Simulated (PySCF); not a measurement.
# C2H6Cu (CuMe2): the cost of one run

Programs: PySCF 2.14.0, with routines of our own; each step states its level. All values are computed. Atoms count from 0.

### 1 The starting structure

9 atoms, charge 0, states of the metal's open shell are computed; geometry from: GFN2-xTB, shaken.

### 2 Optimising the geometry at B3LYP-D3(BJ)/def2-SVP

What the job is given:

```
{"job": {"xc": "B3LYP", "basis": "def2-SVP", "d3": "d3bj", "grid": 1, "maxiter": 40, "kind": "geom"}, "charge": 0, "metal": "Cu", "open_shell": "d9"}
Cu    -0.000360     0.004300    -0.004000
C     -0.016840    -0.021090     2.031140
H     -0.436510     0.921640     2.458150
H      0.998460    -0.095260     2.466540
H     -0.581530    -0.866090     2.451530
C      0.013850    -0.005840    -2.052800
H     -1.040090     0.000040    -2.489080
H      0.508280    -0.881470    -2.461080
H      0.515290     0.893630    -2.490010
```

Command:

```console
$ OMP_NUM_THREADS=1 python lf_run.py task.json out
```

The driver reads the jobs from task.json and runs them one after another.

Q: Estimate the wall time and peak memory of this first job on 1 thread of Intel Xeon 6975P-C, shared host.

About 34 s, with a peak of 0.36 GiB.
